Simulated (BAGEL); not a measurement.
# C2HBrFO− (SMILES [O-]/C(F)=C/Br) at HF/STO-3G (density fitting with qzvpp-jkfit)

What is the vertical singlet–triplet gap of C2HBrFO− at HF/STO-3G (density fitting with qzvpp-jkfit)? 

Program for the calculation: BAGEL 1.2.2.

6 further runs of the same task are left out: 6 that didn't finish.

## Step 1: The molecule

C2HBrFO− has 6 atoms, charge -1, and is taken as a singlet. As SMILES, `[O-]/C(F)=C/Br`. Geometry: relaxed at GFN2-xTB.

Bond lengths: O1–C2 1.224 Å, C2–F3 1.443 Å, C2–C4 1.349 Å, C4–Br5 1.910 Å, C4–H6 1.074 Å. Angles: O1–C2–F3 115.7°, O1–C2–C4 130.5°, F3–C2–C4 113.8°, C2–C4–Br5 124.1°, C2–C4–H6 122.3°, Br5–C4–H6 113.6°.

## Step 2: The energy at HF/STO-3G (density fitting with qzvpp-jkfit)

The input, hf.json:

```json
{ "bagel": [

{
  "title": "molecule",
  "basis": "sto-3g",
  "df_basis": "qzvpp-jkfit",
  "angstrom": true,
  "geometry": [
    { "atom": "O", "xyz": [       0.481410,      -1.538830,       0.959090 ] },
    { "atom": "C", "xyz": [       0.226730,      -0.696360,       0.108040 ] },
    { "atom": "F", "xyz": [       0.401260,      -1.117370,      -1.260590 ] },
    { "atom": "C", "xyz": [      -0.198500,       0.577290,       0.236150 ] },
    { "atom": "Br", "xyz": [      -0.541230,       1.743890,      -1.236430 ] },
    { "atom": "H", "xyz": [      -0.369670,       1.031390,       1.193740 ] }
  ]
},

{
  "title": "hf",
  "charge": -1
},

{
  "title": "print",
  "file": "orbitals.molden",
  "orbitals": true
}

]}
```

Started as:

```sh
$ BAGEL_NUM_THREADS=1 BAGEL hf.json > hf.out
```

Standard output:

```text
* using 1 threads per process

  ===============================================================
  ===============================================================

  *** Geometry ***

  { "atom" : "O", "xyz" : [      0.909733,     -2.907967,      1.812417 ] },
  { "atom" : "C", "xyz" : [      0.428458,     -1.315930,      0.204166 ] },
  { "atom" : "F", "xyz" : [      0.758272,     -2.111523,     -2.382170 ] },
  { "atom" : "C", "xyz" : [     -0.375111,      1.090920,      0.446259 ] },
  { "atom" : "Br", "xyz" : [     -1.022776,      3.295474,     -2.336514 ] },
  { "atom" : "H", "xyz" : [     -0.698575,      1.949045,      2.255842 ] },

  Number of auxiliary basis functions:      588

  Since a DF basis is specified, we compute 2- and 3-index integrals:
    o Being stored without compression. Storage requirement is 0.007 GB

  Number of basis functions:       39
  Number of electrons      :       65

    * METHOD: MOLECULE                             0.29

  *** RHF ***

  === Nuclear Repulsion ===
   297.6383293269

      * DIIS with orbital gradients will be used.

  === RHF iteration (sto-3g) ===
      0      -2791.61174509          0.01683694           0.05
      1      -2791.71530134          0.00990441           0.06
      2      -2791.75269136          0.00139417           0.05
      3      -2791.75438875          0.00050328           0.06
      4      -2791.75469350          0.00015504           0.05
      5      -2791.75472743          0.00005953           0.05
      6      -2791.75473166          0.00001866           0.07
      7      -2791.75473210          0.00000567           0.05
      8      -2791.75473213          0.00000098           0.07
      9      -2791.75473213          0.00000018           0.05
     10      -2791.75473213          0.00000007           0.06
     11      -2791.75473213          0.00000003           0.05
     12      -2791.75473213          0.00000001           0.05
    * SCF iteration converged.

    * Permanent dipole moment:
           (    0.462453,    -1.499592,     1.041764) a.u.

    * METHOD: HF                                   0.90

    * METHOD: PRINT                                0.01

  ===============================================================
```

Run time: 1.6 s. Hardware: 1 thread of AMD EPYC 7R43 (Zen 3), shared host; peak memory 0.086 GiB.

## Step 3: The triplet at the same level

The input, input.json:

```json
{ "bagel" : [

{
  "title" : "molecule",
  "basis" : "sto-3g",
  "df_basis" : "qzvpp-jkfit",
  "angstrom" : true,
  "geometry" : [
    { "atom" : "O", "xyz" : [       0.481410,      -1.538830,       0.959090 ] },
    { "atom" : "C", "xyz" : [       0.226730,      -0.696360,       0.108040 ] },
    { "atom" : "F", "xyz" : [       0.401260,      -1.117370,      -1.260590 ] },
    { "atom" : "C", "xyz" : [      -0.198500,       0.577290,       0.236150 ] },
    { "atom" : "Br", "xyz" : [      -0.541230,       1.743890,      -1.236430 ] },
    { "atom" : "H", "xyz" : [      -0.369670,       1.031390,       1.193740 ] }
  ]
},

{
  "title" : "uhf",
  "charge" : -1,
  "nopen" : 2
},

{
  "title" : "print",
  "file" : "orbitals.molden",
  "orbitals" : true
}

]}
```

Started as:

```sh
$ BAGEL_NUM_THREADS=1 BAGEL input.json > input.out
```

Standard output:

```text
* using 1 threads per process

  ===============================================================
  ===============================================================

  *** Geometry ***

  { "atom" : "O", "xyz" : [      0.909733,     -2.907967,      1.812417 ] },
  { "atom" : "C", "xyz" : [      0.428458,     -1.315930,      0.204166 ] },
  { "atom" : "F", "xyz" : [      0.758272,     -2.111523,     -2.382170 ] },
  { "atom" : "C", "xyz" : [     -0.375111,      1.090920,      0.446259 ] },
  { "atom" : "Br", "xyz" : [     -1.022776,      3.295474,     -2.336514 ] },
  { "atom" : "H", "xyz" : [     -0.698575,      1.949045,      2.255842 ] },

  Number of auxiliary basis functions:      588

  Since a DF basis is specified, we compute 2- and 3-index integrals:
    o Being stored without compression. Storage requirement is 0.007 GB

  Number of basis functions:       39
  Number of electrons      :       65

    * METHOD: MOLECULE                             0.32

  *** Open-shell HF ***

  === Nuclear Repulsion ===
   297.6383293269

      * DIIS with orbital gradients will be used.

  === UHF iteration (sto-3g) ===
      0      -2791.42660585          0.03481411           0.11
      1      -2791.55422407          0.01909876           0.11
      2      -2791.58728505          0.00963157           0.11
      3      -2791.60060724          0.00191368           0.12
      4      -2791.60702434          0.00137863           0.11
      5      -2791.61165297          0.00094494           0.10
      6      -2791.61423177          0.00020797           0.10
      7      -2791.61429179          0.00007603           0.10
      8      -2791.61430173          0.00003520           0.10
      9      -2791.61430564          0.00001607           0.10
     10      -2791.61430654          0.00000362           0.10
     11      -2791.61430660          0.00000162           0.11
     12      -2791.61430663          0.00000091           0.10
     13      -2791.61430664          0.00000062           0.12
     14      -2791.61430665          0.00000041           0.10
     15      -2791.61430665          0.00000026           0.10
     16      -2791.61430665          0.00000018           0.10
     17      -2791.61430665          0.00000012           0.10
     18      -2791.61430665          0.00000008           0.10
     19      -2791.61430665          0.00000005           0.10
     20      -2791.61430665          0.00000003           0.10
     21      -2791.61430665          0.00000001           0.10
     22      -2791.61430665          0.00000001           0.10
     23      -2791.61430665          0.00000001           0.10
    * SCF iteration converged.

    * S^2 (UHF) is 2.2063

    * Permanent dipole moment:
           (   -0.032253,     0.105509,    -0.160995) a.u.

    * METHOD: UHF                                  2.64

    * METHOD: PRINT                                0.01

  ===============================================================
```

Run time: 3.6 s. Hardware: 1 thread of AMD EPYC 7R43 (Zen 3), shared host; peak memory 0.084 GiB.

## Step 4: Results

At HF/STO-3G (density fitting with qzvpp-jkfit):

| quantity | value |
| --- | --- |
| singlet: total energy | -2791.75473 Eh |
| singlet: HOMO energy | 1.50 eV |
| singlet: LUMO energy | 17.08 eV |
| singlet: HOMO–LUMO gap (to an unbound level, set by the basis) | 15.58 eV |
| triplet: total energy | -2791.61431 Eh |
| triplet: ⟨S²⟩ | 2.206 |
| vertical energy of the triplet above the singlet | 3.821 eV |

What this shows: At this shape the triplet lies 3.82 eV (88 kcal/mol) above the singlet. For an anion a state so high probably lies above electron detachment. In a minimal basis such a difference can be off by several eV, whatever the method. The HOMO (singlet) lies at positive energy, 1.50 eV: the electron is unbound at this level or held by a compact basis; values depend on the basis. ⟨S²⟩ (triplet) is 2.21 where a pure triplet has 2.00: the reference is spin-contaminated.
